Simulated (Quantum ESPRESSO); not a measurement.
# TaO (P6/mmm) in Quantum ESPRESSO: further runs, part 2 of 2

Quantum ESPRESSO 7.5.

## 3. Wannier functions, PBE

pw.in reads:

```
&CONTROL
  calculation = 'scf'
  prefix = 'pwscf'
  outdir = './tmp'
  pseudo_dir = './pseudo'
  tprnfor = .true.
  tstress = .true.
  disk_io = 'low'
/
&SYSTEM
  ibrav = 0
  celldm(1) = 8
  nat = 2
  ntyp = 2
  ecutwfc = 56
  ecutrho = 448
  nbnd = 16
  occupations = 'smearing'
  smearing = 'fd'
  degauss = 0.00367493
/
&ELECTRONS
  conv_thr = 4d-10
  electron_maxstep = 120
  mixing_beta = 0.5
/
ATOMIC_SPECIES
Ta   180.9479 ta_pbe_v1.uspp.F.UPF
O     15.9990 o_pbe_v1.2.uspp.F.UPF
CELL_PARAMETERS alat
  0.7242635209970   0.0000000000000   0.0000000000000
 -0.3621329415773   0.6272308088128   0.0000000000000
  0.0000000000000   0.0000000000000   0.9106165006194
ATOMIC_POSITIONS crystal
Ta     0.0000000000    0.0000000000    0.5000000000
O      0.0000000000    0.0000000000    0.0000000000
K_POINTS automatic
8 8 6 0 0 0
```

nscf.in is that of step 2.

pw2wan.in reads:

```
&INPUTPP
  prefix = 'pwscf'
  outdir = './tmp'
  seedname = 'w'
  write_mmn = .true.
  write_amn = .true.
/
```

bands.in is that of step 2.

Changes to w.win since step 2:

```diff
@@ -3,3 +3,3 @@
 guiding_centres = true
-dis_froz_max = 12.86
+dis_froz_max = 13.86
 dis_num_iter = 600
@@ -7,3 +7,3 @@
 dis_conv_tol = 1.0d-9
-num_iter = 1200
+num_iter = 0
 search_shells = 100
```

Potentials or basis: GBRV 1.5 PBE.

Command:

```
$ OMP_NUM_THREADS=1 pw.x -in pw.in > pw.out
$ OMP_NUM_THREADS=1 pw.x -in nscf.in > nscf.out
$ wannier90.x -pp w
$ OMP_NUM_THREADS=1 pw2wannier90.x -in pw2wan.in > pw2wan.out
$ wannier90.x w
$ OMP_NUM_THREADS=1 pw.x -in bands.in > bands.out
```

pw.out:

```text
This program is part of the open-source Quantum ESPRESSO suite
     for quantum simulation of materials; please cite
[... 9 lines left out ...]
     --------------------
     sticks:   dense  smooth     PW     G-vecs:    dense   smooth      PW
     Sum        1039     511    163                34015    12005    2271

     Using Slab Decomposition

     bravais-lattice index     =            0
     lattice parameter (alat)  =       8.0000  a.u.
     unit-cell volume          =     211.8017 (a.u.)^3
     number of atoms/cell      =            2
     number of atomic types    =            2
     number of electrons       =        19.00
     number of Kohn-Sham states=           16
     kinetic-energy cutoff     =      56.0000  Ry
     charge density cutoff     =     448.0000  Ry
     scf convergence threshold =      4.0E-10
     mixing beta               =       0.5000
     number of iterations used =            8  plain     mixing
     Exchange-correlation= SLA  PW   PBE  PBE
                           (   1   4   3   4   0   0   0)

     celldm(1)=   8.000000  celldm(2)=   0.000000  celldm(3)=   0.000000
     celldm(4)=   0.000000  celldm(5)=   0.000000  celldm(6)=   0.000000

     crystal axes: (cart. coord. in units of alat)
               a(1) = (   0.724264   0.000000   0.000000 )
               a(2) = (  -0.362133   0.627231   0.000000 )
               a(3) = (   0.000000   0.000000   0.910617 )

     reciprocal axes: (cart. coord. in units 2 pi/alat)
               b(1) = (  1.380713  0.797157 -0.000000 )
               b(2) = (  0.000000  1.594309  0.000000 )
               b(3) = (  0.000000 -0.000000  1.098157 )

     PseudoPot. # 1 for Ta read from file:
     ta_pbe_v1.uspp.F.UPF
     Pseudo is Ultrasoft + core correction, Zval = 13.0
     Generated by new atomic code, or converted to UPF format
     Using radial grid of  921 points,  7 beta functions with:
                l(1) =   0
                l(2) =   0
                l(3) =   1
                l(4) =   1
                l(5) =   2
                l(6) =   2
                l(7) =   3
     Q(r) pseudized with  6 coefficients,  rinner =    1.300   1.300   1.300
                                                       1.300   1.300   1.300
                                                       1.300

     PseudoPot. # 2 for O  read from file:
     o_pbe_v1.2.uspp.F.UPF
     Pseudo is Ultrasoft + core correction, Zval =  6.0
     Generated by new atomic code, or converted to UPF format
     Using radial grid of  737 points,  5 beta functions with:
                l(1) =   0
                l(2) =   0
                l(3) =   1
                l(4) =   1
                l(5) =   2
     Q(r) pseudized with  8 coefficients,  rinner =    0.900   0.900   0.900
                                                       0.900   0.900

     atomic species   valence    mass     pseudopotential
     Ta               13.00   180.94790     Ta( 1.00)
     O                 6.00    15.99900     O ( 1.00)

      4 Sym. Ops., with inversion, found

   Cartesian axes

     site n.     atom                  positions (alat units)
         1        Ta     tau(   1) = (   0.0000000   0.0000000   0.4553083  )
         2        O      tau(   2) = (   0.0000000   0.0000000   0.0000000  )

     number of k points=   136  Fermi-Dirac smearing, width (Ry)=  0.0037

     Number of k-points >= 100: set verbosity='high' to print them.

     Dense  grid:    34015 G-vectors     FFT dimensions: (  40,  40,  50)

     Smooth grid:    12005 G-vectors     FFT dimensions: (  27,  27,  36)

     Initial potential from superposition of free atoms

     starting charge      18.9989, renormalised to      19.0000

     negative rho (up, down):  9.414E-02 0.000E+00
     Starting wfcs are   17 randomized atomic wfcs

     Self-consistent Calculation

     iteration #  1     ecut=    56.00 Ry     beta= 0.50
     Davidson diagonalization with overlap
     ethr =  1.00E-02,  avg # of iterations =  4.0

     negative rho (up, down):  9.628E-02 0.000E+00

     total energy              =    -174.03255150 Ry
     estimated scf accuracy    <       0.52052753 Ry

     iteration #  2     ecut=    56.00 Ry     beta= 0.50
     Davidson diagonalization with overlap
     ethr =  2.74E-03,  avg # of iterations =  2.1

     negative rho (up, down):  9.706E-02 0.000E+00

     total energy              =    -174.07776491 Ry
     estimated scf accuracy    <       0.76286335 Ry

     iteration #  3     ecut=    56.00 Ry     beta= 0.50
     Davidson diagonalization with overlap
     ethr =  2.74E-03,  avg # of iterations =  1.8

     negative rho (up, down):  9.819E-02 0.000E+00

     total energy              =    -174.23693204 Ry
     estimated scf accuracy    <       0.02442617 Ry

     iteration #  4     ecut=    56.00 Ry     beta= 0.50
     Davidson diagonalization with overlap
     ethr =  1.29E-04,  avg # of iterations =  2.3
[... 46 lines left out ...]
     negative rho (up, down):  9.914E-02 0.000E+00

     total energy              =    -174.24004415 Ry
     estimated scf accuracy    <          9.4E-09 Ry

     iteration # 10     ecut=    56.00 Ry     beta= 0.50
     Davidson diagonalization with overlap
     ethr =  4.93E-11,  avg # of iterations =  1.9

     negative rho (up, down):  9.914E-02 0.000E+00

     total energy              =    -174.24004415 Ry
     estimated scf accuracy    <          7.6E-10 Ry

     iteration # 11     ecut=    56.00 Ry     beta= 0.50
     Davidson diagonalization with overlap
     ethr =  4.02E-12,  avg # of iterations =  1.5

     negative rho (up, down):  9.914E-02 0.000E+00

     End of self-consistent calculation

     Number of k-points >= 100: set verbosity='high' to print the bands.

     the Fermi energy is    11.8628 ev

!    total energy              =    -174.24004415 Ry
     estimated scf accuracy    <          1.4E-11 Ry
     smearing contrib. (-TS)   =      -0.00067896 Ry
     internal energy E=F+TS    =    -174.23936520 Ry

     The total energy is F=E-TS. E is the sum of the following terms:
     one-electron contribution =     -41.05424312 Ry
     hartree contribution      =      28.47497563 Ry
     xc contribution           =     -49.42174379 Ry
     ewald contribution        =    -112.23835392 Ry

     convergence has been achieved in  11 iterations

     negative rho (up, down):  9.914E-02 0.000E+00

     Forces acting on atoms (cartesian axes, Ry/au):

     atom    1 type  1   force =     0.00000000    0.00000000    0.00000000
     atom    2 type  2   force =     0.00000000    0.00000000    0.00000000

     Total force =     0.000000     Total SCF correction =     0.000000

     Computing stress (Cartesian axis) and pressure

     negative rho (up, down):  9.914E-02 0.000E+00
          total   stress  (Ry/bohr**3)                   (kbar)     P=        7.42
   0.00003684   0.00000001   0.00000000            5.42        0.00        0.00
   0.00000001   0.00003684   0.00000000            0.00        5.42        0.00
   0.00000000   0.00000000   0.00007756            0.00        0.00       11.41

=------------------------------------------------------------------------------=
   JOB DONE.
=------------------------------------------------------------------------------=
```

It took 3.7 min on 1 thread of Arm Neoverse V1, shared host; peak memory 0.29 GiB.

What came out:

```
Free energy                   : -2370.6566 eV
Pressure                      : 0.7 GPa
Band gap on the k mesh        : none (metal or under the smearing width)
Total Wannier spread          : 18.58 Å² over 13 functions
RMS miss of the Wannier bands : 0.006 eV
```

Stress tensor (GPa, compression positive):
```
0.54 0.00 0.00
0.00 0.54 0.00
0.00 0.00 1.14
```

Levels at the corners of the path, in eV from the Fermi level:
| point | band 5 | band 6 | band 7 | band 8 | band 9 | band 10 | band 11 | band 12 | band 13 | band 14 |
| --- | --- | --- | --- | --- | --- | --- | --- | --- | --- | --- |
| Γ | -19.38 | -5.18 | -3.43 | -2.32 | -2.32 | 0.68 | 0.68 | 3.20 | 3.20 | 6.80 |
| M | -18.94 | -4.79 | -3.02 | -2.90 | -2.75 | -0.54 | 2.41 | 3.85 | 5.13 | 6.23 |
| K | -18.88 | -4.18 | -4.18 | -2.97 | 0.25 | 0.25 | 0.46 | 0.46 | 5.03 | 9.64 |
| Γ | -19.38 | -5.18 | -3.43 | -2.32 | -2.32 | 0.68 | 0.68 | 3.20 | 3.20 | 6.80 |
| A | -17.80 | -7.74 | -4.83 | -3.34 | -3.34 | 0.77 | 0.77 | 4.13 | 5.55 | 5.55 |
| L | -17.39 | -7.28 | -6.14 | -3.88 | -2.70 | 2.74 | 3.36 | 5.05 | 5.15 | 7.73 |
| H | -17.34 | -7.23 | -5.33 | -5.33 | -0.20 | -0.20 | 3.88 | 3.88 | 5.93 | 9.96 |
| A | -17.80 | -7.74 | -4.83 | -3.34 | -3.34 | 0.77 | 0.77 | 4.13 | 5.55 | 5.55 |
| L | -17.39 | -7.28 | -6.14 | -3.88 | -2.70 | 2.74 | 3.36 | 5.05 | 5.15 | 7.73 |
| M | -18.94 | -4.79 | -3.02 | -2.90 | -2.75 | -0.54 | 2.41 | 3.85 | 5.13 | 6.23 |
| K | -18.88 | -4.18 | -4.18 | -2.97 | 0.25 | 0.25 | 0.46 | 0.46 | 5.03 | 9.64 |
| H | -17.34 | -7.23 | -5.33 | -5.33 | -0.20 | -0.20 | 3.88 | 3.88 | 5.93 | 9.96 |

Wannier functions:
```
function  nearest atom  distance (Å)  spread (Å²)  on-site energy from the reference level (eV)
       1          1 Ta          0.00         2.32                                          7.36
       2          1 Ta          0.00         2.64                                         13.75
       3          1 Ta          0.00         2.74                                         11.79
       4          1 Ta          0.00         2.74                                         11.80
       5          1 Ta          0.00         0.94                                          3.73
       6          1 Ta          0.00         1.28                                          2.00
       7          1 Ta          0.00         1.28                                          2.00
       8          1 Ta          0.00         1.19                                          1.94
       9          1 Ta          0.00         1.19                                          1.94
      10           2 O          0.00         0.56                                        -17.01
      11           2 O          0.00         0.54                                         -2.92
      12           2 O          0.00         0.58                                         -2.84
      13           2 O          0.00         0.58                                         -2.84
```

Parts of the spread (Å²): invariant 11.05, diagonal 0.000, off-diagonal 7.53, total 18.58. Against the direct bands the interpolation misses by 6 meV (root mean square) and 43 meV at most, for states up to 1 eV over the reference level.

Caveat: spin-orbit coupling is left out, which moves the levels of the heavy elements; an odd number of electrons without spin polarisation forces a metal; a magnetic or distorted state may lie lower.

## 4. Wannier functions, PBE

pw.in is that of step 3.

nscf.in is that of step 3.

pw2wan.in, as its differences from that of step 3:

```diff
@@ -6,2 +6,6 @@
   write_amn = .true.
+  scdm_proj = .true.
+  scdm_entanglement = 'erfc'
+  scdm_mu = 13.86
+  scdm_sigma = 2
 /
```

bands.in is that of step 3.

Changes to w.win since step 3:

```diff
@@ -2,8 +2,5 @@
 num_bands = 22
-guiding_centres = true
-dis_froz_max = 13.86
-dis_num_iter = 600
-dis_mix_ratio = 0.5
-dis_conv_tol = 1.0d-9
-num_iter = 0
+auto_projections = true
+dis_num_iter = 0
+num_iter = 1200
 search_shells = 100
@@ -18,6 +15,2 @@
 exclude_bands = 1-4
-begin projections
-Ta: s;p;d
-O: s;p
-end projections
 begin unit_cell_cart
```

Potentials or basis: GBRV 1.5 PBE.

Command:

```
$ OMP_NUM_THREADS=1 pw.x -in pw.in > pw.out
$ OMP_NUM_THREADS=1 pw.x -in nscf.in > nscf.out
$ wannier90.x -pp w
$ OMP_NUM_THREADS=1 pw2wannier90.x -in pw2wan.in > pw2wan.out
$ wannier90.x w
$ OMP_NUM_THREADS=1 pw.x -in bands.in > bands.out
```

pw.out:

```text
This program is part of the open-source Quantum ESPRESSO suite
     for quantum simulation of materials; please cite
[... 9 lines left out ...]
     --------------------
     sticks:   dense  smooth     PW     G-vecs:    dense   smooth      PW
     Sum        1039     511    163                34015    12005    2271

     Using Slab Decomposition

     bravais-lattice index     =            0
     lattice parameter (alat)  =       8.0000  a.u.
     unit-cell volume          =     211.8017 (a.u.)^3
     number of atoms/cell      =            2
     number of atomic types    =            2
     number of electrons       =        19.00
     number of Kohn-Sham states=           16
     kinetic-energy cutoff     =      56.0000  Ry
     charge density cutoff     =     448.0000  Ry
     scf convergence threshold =      4.0E-10
     mixing beta               =       0.5000
     number of iterations used =            8  plain     mixing
     Exchange-correlation= SLA  PW   PBE  PBE
                           (   1   4   3   4   0   0   0)

     celldm(1)=   8.000000  celldm(2)=   0.000000  celldm(3)=   0.000000
     celldm(4)=   0.000000  celldm(5)=   0.000000  celldm(6)=   0.000000

     crystal axes: (cart. coord. in units of alat)
               a(1) = (   0.724264   0.000000   0.000000 )
               a(2) = (  -0.362133   0.627231   0.000000 )
               a(3) = (   0.000000   0.000000   0.910617 )

     reciprocal axes: (cart. coord. in units 2 pi/alat)
               b(1) = (  1.380713  0.797157 -0.000000 )
[... 36 lines left out ...]
      4 Sym. Ops., with inversion, found

   Cartesian axes

     site n.     atom                  positions (alat units)
         1        Ta     tau(   1) = (   0.0000000   0.0000000   0.4553083  )
         2        O      tau(   2) = (   0.0000000   0.0000000   0.0000000  )

     number of k points=   136  Fermi-Dirac smearing, width (Ry)=  0.0037

     Number of k-points >= 100: set verbosity='high' to print them.

     Dense  grid:    34015 G-vectors     FFT dimensions: (  40,  40,  50)

     Smooth grid:    12005 G-vectors     FFT dimensions: (  27,  27,  36)

     Initial potential from superposition of free atoms

     starting charge      18.9989, renormalised to      19.0000

     negative rho (up, down):  9.414E-02 0.000E+00
     Starting wfcs are   17 randomized atomic wfcs

     Self-consistent Calculation

     iteration #  1     ecut=    56.00 Ry     beta= 0.50
     Davidson diagonalization with overlap
     ethr =  1.00E-02,  avg # of iterations =  4.0

     negative rho (up, down):  9.628E-02 0.000E+00
[... 85 lines left out ...]
     iteration # 11     ecut=    56.00 Ry     beta= 0.50
     Davidson diagonalization with overlap
     ethr =  4.02E-12,  avg # of iterations =  1.5

     negative rho (up, down):  9.914E-02 0.000E+00

     End of self-consistent calculation

     Number of k-points >= 100: set verbosity='high' to print the bands.

     the Fermi energy is    11.8628 ev

!    total energy              =    -174.24004415 Ry
     estimated scf accuracy    <          1.4E-11 Ry
     smearing contrib. (-TS)   =      -0.00067896 Ry
     internal energy E=F+TS    =    -174.23936520 Ry

     The total energy is F=E-TS. E is the sum of the following terms:
     one-electron contribution =     -41.05424312 Ry
     hartree contribution      =      28.47497563 Ry
     xc contribution           =     -49.42174379 Ry
     ewald contribution        =    -112.23835392 Ry

     convergence has been achieved in  11 iterations

     negative rho (up, down):  9.914E-02 0.000E+00

     Forces acting on atoms (cartesian axes, Ry/au):

     atom    1 type  1   force =     0.00000000    0.00000000    0.00000000
     atom    2 type  2   force =     0.00000000    0.00000000    0.00000000

     Total force =     0.000000     Total SCF correction =     0.000000

     Computing stress (Cartesian axis) and pressure

     negative rho (up, down):  9.914E-02 0.000E+00
          total   stress  (Ry/bohr**3)                   (kbar)     P=        7.42
   0.00003684   0.00000001   0.00000000            5.42        0.00        0.00
   0.00000001   0.00003684   0.00000000            0.00        5.42        0.00
   0.00000000   0.00000000   0.00007756            0.00        0.00       11.41

=------------------------------------------------------------------------------=
   JOB DONE.
=------------------------------------------------------------------------------=
```

nscf.out:

```text
This program is part of the open-source Quantum ESPRESSO suite
     for quantum simulation of materials; please cite
         "P. Giannozzi et al., J. Phys.:Condens. Matter 21 395502 (2009);
         "P. Giannozzi et al., J. Phys.:Condens. Matter 29 465901 (2017);
         "P. Giannozzi et al., J. Chem. Phys. 152 154105 (2020);
     in publications or presentations arising from this work. More details at

[... 94 lines left out ...]

     Number of k-points >= 100: set verbosity='high' to print the bands.

     the Fermi energy is    12.0802 ev
     (compare with:    11.8628 eV, computed in scf)

=------------------------------------------------------------------------------=
   JOB DONE.
=------------------------------------------------------------------------------=
```

It took 3.2 min on 1 thread of Arm Neoverse V1, shared host; peak memory 0.3 GiB.

What came out:

* Free energy: -2370.6566 eV
* Pressure: 0.7 GPa
* Band gap on the k mesh: none (metal or under the smearing width)
* Total Wannier spread: 37.45 Å² over 13 functions
* RMS miss of the Wannier bands: 0.058 eV

Stress tensor (GPa, compression positive):
```
0.54 0.00 0.00
0.00 0.54 0.00
0.00 0.00 1.14
```

Levels at the corners of the path, in eV from the Fermi level:
```
point  band 5  band 6  band 7  band 8  band 9  band 10  band 11  band 12  band 13  band 14
    Γ  -19.38   -5.18   -3.43   -2.32   -2.32     0.68     0.68     3.20     3.20     6.80
    M  -18.94   -4.79   -3.02   -2.90   -2.75    -0.54     2.41     3.85     5.13     6.23
    K  -18.88   -4.18   -4.18   -2.97    0.25     0.25     0.46     0.46     5.03     9.64
    Γ  -19.38   -5.18   -3.43   -2.32   -2.32     0.68     0.68     3.20     3.20     6.80
    A  -17.80   -7.74   -4.83   -3.34   -3.34     0.77     0.77     4.13     5.55     5.55
    L  -17.39   -7.28   -6.14   -3.88   -2.70     2.74     3.36     5.05     5.15     7.73
    H  -17.34   -7.23   -5.33   -5.33   -0.20    -0.20     3.88     3.88     5.93     9.96
    A  -17.80   -7.74   -4.83   -3.34   -3.34     0.77     0.77     4.13     5.55     5.55
    L  -17.39   -7.28   -6.14   -3.88   -2.70     2.74     3.36     5.05     5.15     7.73
    M  -18.94   -4.79   -3.02   -2.90   -2.75    -0.54     2.41     3.85     5.13     6.23
    K  -18.88   -4.18   -4.18   -2.97    0.25     0.25     0.46     0.46     5.03     9.64
    H  -17.34   -7.23   -5.33   -5.33   -0.20    -0.20     3.88     3.88     5.93     9.96
```

Wannier functions:
```csv
function,nearest atom,distance (Å),spread (Å²),on-site energy from the reference level (eV)
1,2 O,0.30,0.52,-6.67
2,2 O,0.30,0.52,-6.77
3,2 O,0.30,0.53,-6.56
4,2 O,0.25,1.06,-4.66
5,1 Ta,0.61,6.81,7.79
6,1 Ta,0.06,1.77,3.23
7,1 Ta,0.04,1.64,2.89
8,1 Ta,0.09,1.44,2.33
9,1 Ta,0.14,1.77,2.74
10,1 Ta,0.13,1.90,3.26
11,1 Ta,0.59,6.24,7.36
12,2 O,1.77,6.54,10.38
13,1 Ta,1.66,6.70,6.51
```

Parts of the spread (Å²): invariant 20.22, diagonal 1.959, off-diagonal 15.27, total 37.45. Against the direct bands the interpolation misses by 58 meV (root mean square) and 386 meV at most, for states up to 1 eV over the reference level.

Caveat: spin-orbit coupling is left out, which moves the levels of the heavy elements; an odd number of electrons without spin polarisation forces a metal; a magnetic or distorted state may lie lower.

## 5. Overview

```tsv
projections	iterations	gap on the mesh (eV)	pressure (GPa)
Ta spd, O sp	-	none	0.7
Ta spd, O sp	0	none	0.7
-	-	none	0.7
```

Alike in all rows: task Wannier functions; level PBE; potentials or basis GBRV 1.5 PBE; no spin polarisation; cell as given; k mesh 8 × 8 × 6; cutoff (eV) 762; smearing fermi-dirac 0.05 eV.

Every run on the cell as given and a fine mesh finds a metal.

Caveats: spin-orbit coupling is left out, which moves the levels of the heavy elements; an odd number of electrons without spin polarisation forces a metal; a magnetic or distorted state may lie lower; the Wannier minimisation didn't converge (some runs).

Absolute energies hang on the potentials; compare differences alone.
